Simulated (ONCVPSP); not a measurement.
# Pseudopotential generation for magnesium: ONCV, PBEsol

Task: generate the file, and judge it by its errors in other configurations, its logarithmic derivatives, its ghosts and its cutoff.

Method: ONCVPSP 4.0.1.1 (patched build), PBEsol, scalar-relativistic.

## Step 1: Starting point

The settings as typed:

- element: magnesium (Mg, Z = 12)
- type: optimised norm-conserving Vanderbilt (ONCV)
- frozen core: [He]
- valence charge: 10
- reference configuration: 2s2 2p6 3s2
- partial waves: 2s+3s: rc 1.45 bohr, ncon 4, nbas 9, qcut 7.1 1/bohr, 2 projectors; 2p: rc 0.60 bohr, ncon 4, nbas 9, qcut 14.6 1/bohr, 1 projector; d scattering state at 0.08 Ha: rc 1.15 bohr, ncon 4, nbas 7, qcut 8.2 1/bohr, 2 projectors, debl 2.6 Ha
- local potential: polynomial inside 0.55 bohr (lpopt 3, dvloc0 -1 Ha)
- core correction: not asked for

The nodes and maxima of the atom's own shells, from an earlier all-electron run, set the scale for the radii.

All-electron outer shells of the reference configuration (PBEsol, scalar-relativistic, ld1.x):

```csv
shell,level (eV),outermost node (bohr),outermost maximum (bohr)
1s,-1256.64,–,0.09
2s,-79.59,0.18,0.55
2p,-46.55,–,0.48
3s,-4.68,0.90,2.56
3p,-1.30,0.96,3.50
```

## Step 2: Generation

The input, Mg.dat:

```
# ATOM AND REFERENCE CONFIGURATION
# atsym  z   nc   nv     iexc    psfile
  Mg 12.00    1    3  -116133      upf
#
#   n    l    f
    1    0    2.00
    2    0    2.00
    2    1    6.00
    3    0    2.00
#
# PSEUDOPOTENTIAL AND OPTIMIZATION
# lmax
    2
#
#   l,   rc,      ep,       ncon, nbas, qcut
    0    1.45    0.00    4    9    7.10
    1    0.60    0.00    4    9   14.60
    2    1.15    0.08    4    7    8.20
#
# LOCAL POTENTIAL
# lloc, lpopt,  rc(5),   dvloc0
    4    3    0.55   -1.00
#
# VANDERBILT-KLEINMAN-BYLANDER PROJECTORs
# l, nproj, debl
    0    2    2.40
    1    1    0.40
    2    2    2.60
#
# MODEL CORE CHARGE
# icmod, fcfact, rcfact
    0    0.00    0.00
#
# LOG DERIVATIVE ANALYSIS
# epsh1, epsh2, depsh
   -4.00    5.00    0.02
#
# OUTPUT GRID
# rlmax, drl
    6.00    0.01
#
# TEST CONFIGURATIONS
# ncnf
    4
# nvcnf
#   n    l    f
    3
    2    0    2.00
    2    1    6.00
    3    0    1.00
#
    3
    2    0    2.00
    2    1    6.00
    3    0    0.00
#
    3
    2    0    2.00
    2    1    6.00
    3    0    1.50
#
    4
    2    0    2.00
    2    1    6.00
    3    0    0.00
    3    1    2.00
#
```

Started as:

```bash
$ oncvpsp.x < Mg.dat > Mg.out
```

What does the calculation give? Wanted: cutoffs for 1 and 0.1 mHa per electron, occupied waves; bound ghosts; GHOST(+) flags; largest test error; largest phase difference near zero energy, channels read.

As calculated:

| quantity | value |
| --- | --- |
| cutoffs for 1 and 0.1 mHa per electron, occupied waves | 400 Ha and 745 Ha |
| bound ghosts | none found |
| GHOST(+) flags | none at low energy |
| largest test error (AE − PS) | -5.9 meV, for 2s2 2p6 3s0 3p2 |
| largest phase difference near zero energy, channels read | 0.001 rad |

**Reading.** The worst unpolarised test, 2s2 2p6 3s0 3p2, is off by 5.9 meV on 7.1 eV; by total energies transferability rates as good. It counts as very hard, with 400 Ha needed at the looser tolerance. At the looser tolerance the 2p wave is the slowest; 2s needs 19 Ha. The program's ghost test flags no bound state. Near zero energy the phases of the channels with partial waves agree within 0.001 rad.
